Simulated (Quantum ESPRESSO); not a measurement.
# HPbNO4 (P1) in Quantum ESPRESSO: reference runs

Reference runs on HPbNO4: the cell as given and a disturbed copy.

All numbers are computed with Quantum ESPRESSO 7.5; they aren't measurements. Logs are shortened: lines on timing, memory, paths and dates and some standing lists are left out, and cuts for length are marked.

### 1 The structure

The typed cell holds 7 atoms: a = 3.857 Å, b = 4.338 Å, c = 5.984 Å, α = 81.87°, β = 83.26°, γ = 87.68°.

The cell was built by a generator and needn't be a form met in nature.

### 2 Single point, PBE

Contents of pw.in:

```
&CONTROL
  calculation = 'scf'
  prefix = 'pwscf'
  outdir = './tmp'
  pseudo_dir = './pseudo'
  tprnfor = .true.
  tstress = .true.
  disk_io = 'low'
/
&SYSTEM
  ibrav = 0
  nat = 7
  ntyp = 4
  ecutwfc = 60
  ecutrho = 480
  nbnd = 31
  occupations = 'smearing'
  smearing = 'fd'
  degauss = 0.00367493
/
&ELECTRONS
  conv_thr = 1.4d-09
  electron_maxstep = 120
  mixing_beta = 0.5
/
ATOMIC_SPECIES
H      1.0080 H.pbe-rrkjus_psl.1.0.0.UPF
Pb   207.2000 Pb.pbe-dn-kjpaw_psl.0.2.2.UPF
N     14.0070 N.pbe-n-radius_5.UPF
O     15.9990 O.pbe-n-kjpaw_psl.0.1.UPF
CELL_PARAMETERS angstrom
   3.8570700000    0.0017800000   -0.0365800000
   0.1735300000    4.3343600000   -0.0164700000
   0.7580300000    0.8387300000    5.8766200000
ATOMIC_POSITIONS crystal
H      0.6151100000    0.8955900000    0.1984400000
Pb     0.6459700000    0.4465100000    0.9168500000
N      0.7147400000    0.2381000000    0.5005800000
O      0.1695800000    0.4700700000    0.7776800000
O      0.6291900000    0.9704500000    0.4984500000
O      0.5642400000    0.9258300000    0.0384900000
O      0.7802200000    0.4225000000    0.3195100000
K_POINTS automatic
7 6 5 0 0 0
```

Contents of pp_density.in:

```
&INPUTPP
  prefix = 'pwscf'
  outdir = './tmp'
  filplot = 'density.dat'
  plot_num = 0
/
&PLOT
  nfile = 1
  filepp(1) = 'density.dat'
  iflag = 3
  output_format = 6
  fileout = 'density.cube'
/
```

Contents of pp_potential.in:

```
&INPUTPP
  prefix = 'pwscf'
  outdir = './tmp'
  filplot = 'potential.dat'
  plot_num = 11
/
&PLOT
  nfile = 1
  filepp(1) = 'potential.dat'
  iflag = 3
  output_format = 6
  fileout = 'potential.cube'
/
```

Potentials or basis: SSSP 1.3 efficiency PBE.

Command:

```
$ OMP_NUM_THREADS=1 mpirun -n 4 pw.x -nk 4 -in pw.in > pw.out
$ OMP_NUM_THREADS=1 mpirun -n 1 pp.x -in pp_density.in > pp_density.out
$ OMP_NUM_THREADS=1 mpirun -n 1 pp.x -in pp_potential.in > pp_potential.out
```

pw.out:

```text
This program is part of the open-source Quantum ESPRESSO suite
     for quantum simulation of materials; please cite
         "P. Giannozzi et al., J. Phys.:Condens. Matter 21 395502 (2009);
         "P. Giannozzi et al., J. Phys.:Condens. Matter 29 465901 (2017);
         "P. Giannozzi et al., J. Chem. Phys. 152 154105 (2020);
     in publications or presentations arising from this work. More details at

     file Pb.pbe-dn-kjpaw_psl.0.2.2.UPF: wavefunction(s)  6S renormalized
     file O.pbe-n-kjpaw_psl.0.1.UPF: wavefunction(s)  2P renormalized

     K-points division:     npool     =       4
     Subspace diagonalization in iterative solution of the eigenvalue problem:
     a serial algorithm will be used

     G-vector sticks info
     --------------------
     sticks:   dense  smooth     PW     G-vecs:    dense   smooth      PW
     Sum        2291    1137    329               118025    41665    6491

     Using Slab Decomposition

     bravais-lattice index     =            0
     lattice parameter (alat)  =       7.2891  a.u.
     unit-cell volume          =     664.1119 (a.u.)^3
     number of atoms/cell      =            7
     number of atomic types    =            4
     number of electrons       =        44.00
     number of Kohn-Sham states=           31
     kinetic-energy cutoff     =      60.0000  Ry
     charge density cutoff     =     480.0000  Ry
     scf convergence threshold =      1.4E-09
     mixing beta               =       0.5000
     number of iterations used =            8  plain     mixing
     Exchange-correlation= SLA  PW   PBX  PBC
                           (   1   4   3   4   0   0   0)

     celldm(1)=   7.289135  celldm(2)=   0.000000  celldm(3)=   0.000000
     celldm(4)=   0.000000  celldm(5)=   0.000000  celldm(6)=   0.000000

     crystal axes: (cart. coord. in units of alat)
               a(1) = (   0.999955   0.000461  -0.009483 )
               a(2) = (   0.044988   1.123694  -0.004270 )
               a(3) = (   0.196521   0.217443   1.523528 )

     reciprocal axes: (cart. coord. in units 2 pi/alat)
               b(1) = (  0.998897 -0.040459 -0.123074 )
               b(2) = ( -0.001613  0.889505 -0.126745 )
               b(3) = (  0.006213  0.002241  0.655250 )

     PseudoPot. # 1 for H  read from file:
     H.pbe-rrkjus_psl.1.0.0.UPF
     Pseudo is Ultrasoft, Zval =  1.0
     Generated using "atomic" code by A. Dal Corso  v.5.1
     Using radial grid of  929 points,  2 beta functions with:
                l(1) =   0
                l(2) =   0
     Q(r) pseudized with 0 coefficients

     PseudoPot. # 2 for Pb read from file:
     Pb.pbe-dn-kjpaw_psl.0.2.2.UPF
     Pseudo is Projector augmented-wave + core cor, Zval = 14.0
     Generated using "atomic" code by A. Dal Corso  v.5.0.99 svn rev. 10869
     Shape of augmentation charge: PSQ
     Using radial grid of 1281 points,  6 beta functions with:
                l(1) =   0
                l(2) =   0
                l(3) =   1
                l(4) =   1
                l(5) =   2
                l(6) =   2
     Q(r) pseudized with 0 coefficients

     PseudoPot. # 3 for N  read from file:
     N.pbe-n-radius_5.UPF
     Pseudo is Ultrasoft + core correction, Zval =  5.0
     Generated using "atomic" code by A. Dal Corso  v.5.1
     Using radial grid of 1085 points,  4 beta functions with:
                l(1) =   0
                l(2) =   0
                l(3) =   1
                l(4) =   1
     Q(r) pseudized with 0 coefficients

     PseudoPot. # 4 for O  read from file:
     O.pbe-n-kjpaw_psl.0.1.UPF
     Pseudo is Projector augmented-wave + core cor, Zval =  6.0
     Generated using "atomic" code by A. Dal Corso  v.5.0.99 svn rev. 10869
     Shape of augmentation charge: BESSEL
     Using radial grid of 1095 points,  4 beta functions with:
                l(1) =   0
                l(2) =   0
                l(3) =   1
                l(4) =   1
     Q(r) pseudized with 0 coefficients

     atomic species   valence    mass     pseudopotential
     H                 1.00     1.00800     H ( 1.00)
     Pb               14.00   207.20000     Pb( 1.00)
     N                 5.00    14.00700     N ( 1.00)
     O                 6.00    15.99900     O ( 1.00)

     No symmetry found

   Cartesian axes

     site n.     atom                  positions (alat units)
         1        H      tau(   1) = (   0.6943708   1.0498019   0.2926715  )
         2        Pb     tau(   2) = (   0.8462089   0.7014009   1.3888143  )
         3        N      tau(   3) = (   0.8237940   0.3767288   0.7548529  )
         4        O      tau(   4) = (   0.3435505   0.6973938   1.1812021  )
         5        O      tau(   5) = (   0.7707763   1.1991631   0.7492920  )
         6        O      tau(   6) = (   0.6134300   1.0489789   0.0493365  )
         7        O      tau(   7) = (   0.8619828   0.5445957   0.4775793  )

     number of k points=   106  Fermi-Dirac smearing, width (Ry)=  0.0037

     Number of k-points >= 100: set verbosity='high' to print them.

     Dense  grid:   118025 G-vectors     FFT dimensions: (  54,  60,  80)

     Smooth grid:    41665 G-vectors     FFT dimensions: (  36,  45,  60)

     Initial potential from superposition of free atoms

     starting charge      43.9976, renormalised to      44.0000
     Starting wfcs are   30 randomized atomic wfcs +    1 random wfcs
     Checking if some PAW data can be deallocated...

     Self-consistent Calculation

     iteration #  1     ecut=    60.00 Ry     beta= 0.50
     Davidson diagonalization with overlap
     ethr =  1.00E-02,  avg # of iterations =  6.3

     total energy              =   -1057.77192543 Ry
     estimated scf accuracy    <       1.22659581 Ry

     iteration #  2     ecut=    60.00 Ry     beta= 0.50
     Davidson diagonalization with overlap
     ethr =  2.79E-03,  avg # of iterations =  2.0

     total energy              =   -1058.06026254 Ry
     estimated scf accuracy    <       0.80361326 Ry

     iteration #  3     ecut=    60.00 Ry     beta= 0.50
     Davidson diagonalization with overlap
     ethr =  1.83E-03,  avg # of iterations =  2.0

     total energy              =   -1058.19897598 Ry
     estimated scf accuracy    <       0.29772926 Ry

     iteration #  4     ecut=    60.00 Ry     beta= 0.50
     Davidson diagonalization with overlap
     ethr =  6.77E-04,  avg # of iterations =  1.5

     total energy              =   -1058.24491902 Ry
     estimated scf accuracy    <       0.01608765 Ry

     iteration #  5     ecut=    60.00 Ry     beta= 0.50
     Davidson diagonalization with overlap
     ethr =  3.66E-05,  avg # of iterations =  8.1

     total energy              =   -1058.25834400 Ry
     estimated scf accuracy    <       0.00282841 Ry

     iteration #  6     ecut=    60.00 Ry     beta= 0.50
     Davidson diagonalization with overlap
     ethr =  6.43E-06,  avg # of iterations =  6.6

     total energy              =   -1058.25911043 Ry
     estimated scf accuracy    <       0.00142137 Ry

     iteration #  7     ecut=    60.00 Ry     beta= 0.50
     Davidson diagonalization with overlap
     ethr =  3.23E-06,  avg # of iterations =  2.2

     total energy              =   -1058.25937161 Ry
     estimated scf accuracy    <       0.00006582 Ry

     iteration #  8     ecut=    60.00 Ry     beta= 0.50
     Davidson diagonalization with overlap
     ethr =  1.50E-07,  avg # of iterations =  5.6

     total energy              =   -1058.25943259 Ry
     estimated scf accuracy    <       0.00001729 Ry

     iteration #  9     ecut=    60.00 Ry     beta= 0.50
     Davidson diagonalization with overlap
     ethr =  3.93E-08,  avg # of iterations =  2.7

     total energy              =   -1058.25943572 Ry
     estimated scf accuracy    <       0.00000365 Ry

     iteration # 10     ecut=    60.00 Ry     beta= 0.50
     Davidson diagonalization with overlap
     ethr =  8.29E-09,  avg # of iterations =  4.3

     total energy              =   -1058.25943697 Ry
     estimated scf accuracy    <       0.00000075 Ry

     iteration # 11     ecut=    60.00 Ry     beta= 0.50
     Davidson diagonalization with overlap
     ethr =  1.70E-09,  avg # of iterations =  4.7

     total energy              =   -1058.25943731 Ry
     estimated scf accuracy    <       0.00000034 Ry

     iteration # 12     ecut=    60.00 Ry     beta= 0.50
     Davidson diagonalization with overlap
     ethr =  7.82E-10,  avg # of iterations =  1.4

     total energy              =   -1058.25943734 Ry
     estimated scf accuracy    <       0.00000003 Ry

     iteration # 13     ecut=    60.00 Ry     beta= 0.50
     Davidson diagonalization with overlap
     ethr =  5.81E-11,  avg # of iterations =  5.2

     total energy              =   -1058.25943736 Ry
     estimated scf accuracy    <          5.5E-09 Ry

     iteration # 14     ecut=    60.00 Ry     beta= 0.50
     Davidson diagonalization with overlap
     ethr =  1.24E-11,  avg # of iterations =  4.2

     End of self-consistent calculation

     Number of k-points >= 100: set verbosity='high' to print the bands.

     the Fermi energy is     3.4508 ev

!    total energy              =   -1058.25943736 Ry
     estimated scf accuracy    <          4.1E-10 Ry
     smearing contrib. (-TS)   =      -0.00007567 Ry
     internal energy E=F+TS    =   -1058.25936170 Ry

     The total energy is F=E-TS. E is the sum of the following terms:
     one-electron contribution =    -133.15743002 Ry
     hartree contribution      =      92.09442656 Ry
     xc contribution           =     -79.91026734 Ry
     ewald contribution        =    -170.70192835 Ry
     one-center paw contrib.   =    -766.58416254 Ry

     convergence has been achieved in  14 iterations

     Forces acting on atoms (cartesian axes, Ry/au):

     atom    1 type  1   force =     0.00026422   -0.00019449    0.00083451
     atom    2 type  2   force =     0.00015755    0.00017441    0.00190174
     atom    3 type  3   force =     0.00025886    0.00087590   -0.00162123
     atom    4 type  4   force =    -0.00005313   -0.00008344   -0.00364001
     atom    5 type  4   force =    -0.00083236   -0.00282175    0.00168144
     atom    6 type  4   force =    -0.00046261    0.00004480    0.00050824
     atom    7 type  4   force =     0.00066747    0.00200458    0.00033531

     Total force =     0.006143     Total SCF correction =     0.000015

     Computing stress (Cartesian axis) and pressure

          total   stress  (Ry/bohr**3)                   (kbar)     P=        1.61
   0.00002425   0.00000391  -0.00000239            3.57        0.58       -0.35
   0.00000391   0.00000992  -0.00000571            0.58        1.46       -0.84
  -0.00000239  -0.00000571  -0.00000137           -0.35       -0.84       -0.20

=------------------------------------------------------------------------------=
   JOB DONE.
=------------------------------------------------------------------------------=
```

Wall time 1.9 min (4 MPI ranks of Intel Xeon Platinum 8488C (Sapphire Rapids), shared host); peak memory 1.2 GiB.

What came out:

```
Free energy            : -14398.3531 eV
Pressure               : 0.2 GPa
Largest force          : 0.094 eV/Å
Band gap on the k mesh : 0.35 eV, indirect (least direct gap 0.58 eV)
```

Forces in eV/Å, atoms in the order of the input:
```
H    0.007 -0.005  0.021
Pb   0.004  0.004  0.049
N    0.007  0.023 -0.042
O   -0.001 -0.002 -0.094
O   -0.021 -0.073  0.043
O   -0.012  0.001  0.013
O    0.017  0.052  0.009
```

Levels at points of the mesh, in eV from the valence-band top:
```tsv
k point	band 19	band 20	band 21	band 22	band 23	band 24	band 25	band 26
(0.00, 0.00, 0.00)	-1.59	-1.14	-0.96	-0.64	1.18	2.89	5.20	7.06
(0.00, -0.50, 0.00)	-1.34	-1.18	-0.88	-0.45	1.53	2.93	5.68	6.14
```

Caveat: spin-orbit coupling is left out, which as a rule narrows the gap of such compounds by several tenths of an eV; an odd mesh through Γ misses points on the zone boundary, where band edges often lie.

[end of part 1 of 2]
